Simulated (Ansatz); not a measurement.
Predict the output of the script below (the Ansatz DFT code, driven from Python).

Script `ch4bfs.py`:
```python
# -*- coding: utf-8 -*-
"""A short Born-Oppenheimer trajectory of CH4BFS."""

import logging
import sys

import ansatz as az
import numpy as np

logging.basicConfig(stream=sys.stdout, format="%(name)s: %(message)s")
log = logging.getLogger("run")
log.setLevel(logging.INFO)

mol = (
    az.Crystal.molecule()
    .atom("C", [-0.0036, 0.9686, -0.1407])
    .atom("B", [0.4529, -0.492, -0.1085])
    .atom("F", [1.8129, -0.7687, 0.1578])
    .atom("S", [-0.6682, -1.8983, -0.4133])
    .atom("H", [0.134, 1.487, 0.8126])
    .atom("H", [0.4988, 1.5815, -0.9427])
    .atom("H", [-1.1117, 1.044, -0.3724])
    .atom("H", [-1.0229, -1.9792, 0.9514])
)

model = (
    mol.calculation()
    .basis(gaussian="6-31G")
    .functional("pbe0")
)
symbols = [site.symbol for site in mol.cartesian_sites]
start = np.array([site.position_ang for site in mol.cartesian_sites], dtype=float)
r = model.relax(force_tolerance=0.02).run().report
end = np.array(r["positions_ang"])
minimum = az.Crystal.molecule()
for symbol, place in zip(symbols, end):
    minimum = minimum.atom(symbol, place.tolist())

# dynamics from the relaxed geometry
model = (
    minimum.calculation()
    .basis(gaussian="6-31G")
    .functional("pbe0")
    .md("nvt_nose_hoover", timestep=0.5, steps=30, temperature=800, initial_velocities="maxwell_boltzmann", seed=79, thermostat_time=10)
)
frames = []
out = model.session().plan().execute(on_event=lambda e: frames.append(e["data"]) if e["event"] == "md_step" else None)
log.info("t (fs)   E_pot (eV)      E_kin (eV)   T (K)   d(0-1) (A)")
for f in frames[::3]:
    xyz = np.array(f["positions_ang"])
    log.info(f"{f['time_fs']:6.2f} {f['lagrangian_ev']:14.5f} {f['e_kin_ev']:10.5f} {f['temperature_k']:8.1f} {np.linalg.norm(xyz[0] - xyz[1]):9.4f}")
kept = np.array([f["conserved_ev"] for f in frames])
log.info(f"conserved energy moves by at most {1000 * np.ptp(kept):.3f} meV")
symbols = [site.symbol for site in mol.cartesian_sites]
with open("last_frame.xyz", "w") as handle:
    handle.write(f"{len(symbols)}\nt = {frames[-1]['time_fs']} fs\n")
    handle.writelines("{:2s} {:10.5f} {:10.5f} {:10.5f}\n".format(s, *xyz) for s, xyz in zip(symbols, frames[-1]["positions_ang"]))
```

```console
$ python ch4bfs.py
run: t (fs)   E_pot (eV)      E_kin (eV)   T (K)   d(0-1) (A)
run:   0.00   -15322.39609    0.62045    800.0    1.5547
run:   1.50   -15322.31864    0.54434    701.9    1.5580
run:   3.00   -15322.19756    0.42711    550.7    1.5628
run:   4.50   -15322.14300    0.38016    490.2    1.5682
run:   6.00   -15322.09555    0.34672    447.1    1.5724
run:   7.50   -15321.99547    0.26781    345.3    1.5727
run:   9.00   -15321.99240    0.29083    375.0    1.5672
run:  10.50   -15322.07955    0.42352    546.1    1.5568
run:  12.00   -15322.06635    0.48090    620.1    1.5453
run:  13.50   -15322.00242    0.49367    636.5    1.5372
run:  15.00   -15322.00852    0.57529    741.8    1.5358
run: conserved energy moves by at most 2.568 meV
```

It writes `last_frame.xyz`:
```text
8
t = 15.0 fs
C    -0.09364    0.88774   -0.05310
B     0.61372   -0.46892    0.08053
F     2.04018   -0.64518   -0.12761
S    -0.32685   -2.08804    0.10050
H     0.29422    1.81626    0.48547
H     0.00581    1.10500   -1.15496
H    -1.22135    0.83379    0.09939
H    -1.50075   -1.73511    0.68308
```

Caveats:
- Total energies depend on the basis set; only differences at equal settings carry meaning.
- The trajectory is only some femtoseconds long, so its temperature is not equilibrated; where the script doesn't relax first, it starts from a rough generated geometry.
- The temperature counts the internal degrees of freedom alone.
- The whole script took 91 s on 1 thread of Arm Neoverse V1 (shared host), peak memory 0.22 GiB.
